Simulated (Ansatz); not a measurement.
# MnCl2: the cost of one run

Computed with Ansatz 0.2.0 (DFT r²SCAN+U (U_eff = 3 eV on Mn d, around-mean-field double counting), plane waves, PAW, unless a step's input says otherwise).

The COD entry's cell or inner coordinates are ideal or old and differ from later refinements, so a difference from it is no clean test against experiment.

## (1) Starting point

It takes space group R-3m (No. 166, trigonal). Conventional cell: a = 3.686 Å, b = 3.686 Å, c = 17.470 Å, α = 90.00°, β = 90.00°, γ = 120.00°. Mn (site symmetry -3m) is surrounded by 6 Cl at 2.58 Å. Cl (site symmetry 3m) is surrounded by 3 Mn at 2.58 Å.

Coordinates:

```
CELL_PARAMETERS angstrom
1.84300 1.06406 5.82333
-1.84300 1.06406 5.82333
0.00000 -2.12811 5.82333
ATOMIC_POSITIONS crystal
Mn 0.00000 0.00000 0.00000
Cl 0.25000 0.25000 0.25000
Cl 0.75000 0.75000 0.75000
```

Magnetic order typed: ferromagnetic.

## (2) From atoms, symmetry kept, no search

File input.yaml:

```yaml
crystal:
  lattice:
    - [1.84300034, 1.06405674, 5.82333083]
    - [-1.84300034, 1.06405674, 5.82333083]
    - [0.0, -2.12811349, 5.82333083]
  atoms:
    - { symbol: Mn, position: [0.0, 0.0, 0.0], spin: 5.0 }
    - { symbol: Cl, position: [0.25, 0.25, 0.25] }
    - { symbol: Cl, position: [0.75, 0.75, 0.75] }
basis:
  ecutwfc: 500
  ecutrho_ratio: 4
kpoints:
  mp_grid: { grid: [6, 6, 6] }
hamiltonian:
  xc: r2scan
  hubbard: { sites: [{ site: 0, l: d, u_eff: 3.0 }], double_counting: amf }
scf:
  occupations: { method: gaussian, width: 0.05 }
  lower_state_search: "off"
  max_iter: 150
output:
  forces: true
  stress: true
  eigenvalues: true
  populations: true
  hubbard: { sites: [{ site: 0, l: d }] }
magnetization:
  spin_polarized: true
```

On the command line:

```sh
$ ansatz run input.yaml --threads 4 --pin off --max-ram 6144MiB --backend cpu --events-out ev --progress --plain --runs-dir out
```

What time and memory should one allow on 4 threads of Arm Neoverse V1, shared host?

About 7.3 s, with a peak of 0.62 GiB.
